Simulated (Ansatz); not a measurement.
# Ge₂P (doublet): from Hartree-Fock to the top rungs, cc-pVDZ

The task here is to estimate one member of a computed series from the others.

Program: Ansatz 0.2.0, Gaussian basis. Level of theory: cc-pVDZ, core rule «outside noble gas», up to 33 orbitals frozen. These are calculated values, not measurements.

To be run: UHF; CCSD(T) on ROHF; CCSD(T) on UHF; BCCD(T) on ROHF; CISD as a restricted active space (open shells left free, so some higher excitations enter); CCSDT(Q) on ROHF; CCSDT(Q) on UHF.

23 further runs of the same task are left out: 4 for a known fault of the program, 12 that didn't finish, 7 set aside as unsound or not needed. Runs told in other sessions of the task aren't counted.

### The geometry

The geometry is a PBE0/def2-TZVP stationary point (not a proven minimum). No spin-orbit coupling is included. The filled d shell of Ge may be among the frozen orbitals whatever the setting's name suggests.

3 atoms, charge 0, spin multiplicity 2.

Atoms are counted from 1 here; the program's logs count them from 0.

Bond lengths: Ge1–P2 2.173 Å, P2–Ge3 2.173 Å. Angles: Ge1–P2–Ge3 117.9°.

The first run:

in.yaml reads:

```yaml
crystal:
  periodic: [false, false, false]
  atoms:
    - {symbol: Ge, position_ang: [0.000000, -0.197066, 1.861801]}
    - {symbol: P, position_ang: [0.000000, 0.924323, 0.000000]}
    - {symbol: Ge, position_ang: [0.000000, -0.197066, -1.861801]}
basis:
  gaussian: {orbitals: cc-pVDZ}
magnetization: {spin_polarized: true, initial_magnetization: 1}
hamiltonian: {xc: hf}
output: {orbitals: {seedname: orbitals}}
```

Launch:

```sh
$ ansatz run in.yaml --threads 1 --pin off --events-out ev --progress --plain --max-ram 2393MiB
```

Among the steps run: UHF; CCSD(T) on ROHF; CCSD(T) on UHF; BCCD(T) on ROHF; CISD as a restricted active space (open shells left free, so some higher excitations enter); CCSDT(Q) on ROHF; CCSDT(Q) on UHF.

One table of the session follows, with a row left open; its other results are not shown here.

| method | from RCCSDT(Q) (meV) |
| --- | --- |
| ROHF | +8453.0 |
| UHF | +7930.3 |
| RMP2 | +1348.6 |
| UMP2 | +1701.6 |
| CISD | +1644.2 |
| RCCSD | +578.2 |
| UCCSD | +543.0 |
| RCCSD(T) | +92.4 |
| UCCSD(T) | +110.9 |
| BCCD(T) | +94.5 |
| RCCSDT | +54.5 |
| UCCSDT | +43.6 |
| RCCSDT(Q) | 0 |
| UCCSDT(Q) | ? |

Q: Estimate the row for UCCSDT(Q) from the others.

**Answer.** from RCCSDT(Q) (meV): -13.0. In the column «from RCCSDT(Q) (meV)» it is the lowest.

The ROHF row is the lowest such solution found; the determinant under the restricted MP2 and coupled-cluster rows lies 0.01 eV higher.

Caveats from the session: Warnings: spin contamination; coupled cluster took another determinant than the lowest. Restricted and unrestricted rows rest on different reference determinants; a gap between their highest levels can come from leftover correlation error, from unlike frozen cores or from another state.
